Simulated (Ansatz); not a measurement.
BH3O3, SMILES OB(O)O, energies of removing a hydrogen

Run with Ansatz 0.2.0, Python API.

Script `bh3o3_bde.py`:
```python
"""Cost of removing each kind of hydrogen from BH3O3, fragments frozen."""

import logging
import sys

import ansatz as az

logging.basicConfig(stream=sys.stdout, format="[%(levelname)s] %(message)s")
logger = logging.getLogger("bh3o3")
logger.setLevel(logging.INFO)

BASIS_SET = "def2-TZVPP"
XC = "r2scan"


def energy(molecule, charge=0, unpaired=0):
    calc = (
        molecule.calculation()
        .basis(gaussian=BASIS_SET)  # the orbital basis, by name
        .functional(XC)
    )
    if charge:
        calc = calc.charge(charge)
    if unpaired:
        calc = calc.spin("collinear", total=unpaired)
    return calc.run(threads=1).report["free_energy_ev"]

def without(molecule, index):
    rest = az.Crystal.molecule()
    for i, site in enumerate(molecule.cartesian_sites):
        if i != index:
            rest = rest.atom(site.symbol, site.position_ang)
    return rest

geometry_ang = [
    ("O", (-1.10354, 0.79881, 0.31398)),
    ("B", (-0.01321, -0.00565, 0.23568)),
    ("O", (0.50554, -0.47065, 1.39167)),
    ("O", (0.58943, -0.37375, -0.94095)),
    ("H", (-1.46174, 1.12073, -0.51127)),
    ("H", (1.26927, -1.03212, 1.26354)),
    ("H", (0.21425, -0.03737, -1.75264)),
]
molecule = az.Crystal.molecule()
for symbol, xyz in geometry_ang:
    molecule = molecule.atom(symbol, xyz)

whole = energy(molecule, 0)
hydrogen = energy(az.Crystal.molecule().atom("H", (0, 0, 0)), 0, 1)
logger.info(f"E(molecule) = {whole:.5f} eV, E(H) = {hydrogen:.5f} eV")
for index in [6]:
    radical = energy(without(molecule, index), 0, 1)
    logger.info(f"H{index}: homolysis {96.485332 * (radical + hydrogen - whole):.1f} kJ/mol")
```

```console
$ python bh3o3_bde.py
[INFO] E(molecule) = -6870.26173 eV, E(H) = -13.60370 eV
[INFO] H6: homolysis 484.1 kJ/mol
```

Caveats:
- Total energies depend on the basis set; only differences at equal settings carry meaning.
- The geometry is a force-field or estimated start, not a minimum of this method, and the basis set is short of its limit. All parts are taken at fixed geometry, without zero-point energy.
- Run time: 19 s on 1 thread of Arm Neoverse V1, on a shared host, peak memory 0.35 GiB.
